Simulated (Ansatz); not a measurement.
**C2H4O2Si: small, medium and large basis sets**

An exercise on one series of results from a longer session: the logs are not shown, and one member is left open.

Computed with Ansatz 0.2.0, Gaussian basis. Level: one geometry, several basis sets.

Plan: PBE0-D4/def2-SVP; ωB97M-V/def2-SVP; PBE0-D4/def2-QZVPP; ωB97M-V/def2-QZVPP; the functionals' def2-TZVPP values are taken from earlier runs.

**The geometry**

An earlier PBE0-D4 in a triple-zeta def2 set relaxation fixed the geometry.

SMILES `C=C1O[SiH2]O1`, 9 atoms, charge 0, spin multiplicity 1.

Atoms are counted from 1 here; the program's logs count them from 0.

Bond lengths: C1–C2 1.319 Å, C1–H6 1.079 Å, C1–H7 1.079 Å, C2–O3 1.381 Å, C2–O5 1.381 Å, O3–Si4 1.676 Å, Si4–O5 1.676 Å, Si4–H8 1.478 Å, Si4–H9 1.478 Å. Angles: C2–C1–H6 119.7°, C2–C1–H7 119.7°, H6–C1–H7 120.6°, C1–C2–O3 128.1°, C1–C2–O5 128.1°, O3–C2–O5 103.9°, C2–O3–Si4 87.6°, O3–Si4–O5 80.9°, O3–Si4–H8 115.3°, O3–Si4–H9 115.3°, O5–Si4–H8 115.3°, O5–Si4–H9 115.3°, H8–Si4–H9 111.5°, C2–O5–Si4 87.6°.

The first run:

in.yaml reads:

```yaml
crystal:
  periodic: [false, false, false]
  atoms:
    - {symbol: C, position_ang: [0.527269, 1.358452, -1.129590]}
    - {symbol: C, position_ang: [0.157266, 0.383060, -0.322927]}
    - {symbol: O, position_ang: [-0.585192, 0.473589, 0.838160]}
    - {symbol: Si, position_ang: [-0.439968, -1.190517, 0.978332]}
    - {symbol: O, position_ang: [0.421726, -0.967276, -0.442106]}
    - {symbol: H, position_ang: [0.243083, 2.374796, -0.904505]}
    - {symbol: H, position_ang: [1.111275, 1.132600, -2.008404]}
    - {symbol: H, position_ang: [-1.701058, -1.949586, 0.840824]}
    - {symbol: H, position_ang: [0.354099, -1.661519, 2.132915]}
basis:
  gaussian: {orbitals: def2-SVP}
hamiltonian: {xc: pbe0, dispersion: d4}
output: {orbitals: {seedname: orbitals}}
```

The run is started by

```
$ ansatz run in.yaml --threads 2 --pin off --events-out ev --progress --plain --max-ram 4352MiB
```

Steps of the session up to this table: PBE0-D4 in def2-SVP; ωB97M-V in def2-SVP; PBE0-D4 in def2-QZVPP; ωB97M-V in def2-QZVPP.

One of the session's tables, all rows but one given; the rest of the session is left out.

It belongs to the step «Density functionals: the series». 

```
functional       basis  HOMO (eV)
   PBE0-D4    def2-SVP          ?
   PBE0-D4  def2-TZVPP      -6.64
   PBE0-D4  def2-QZVPP      -6.67
   ωB97M-V    def2-SVP      -8.80
   ωB97M-V  def2-TZVPP      -8.88
   ωB97M-V  def2-QZVPP      -8.91
```

Q: Estimate the row for PBE0-D4, def2-SVP from the others.

**Answer.** HOMO (eV): -6.58. In the column «HOMO (eV)» it is the highest.
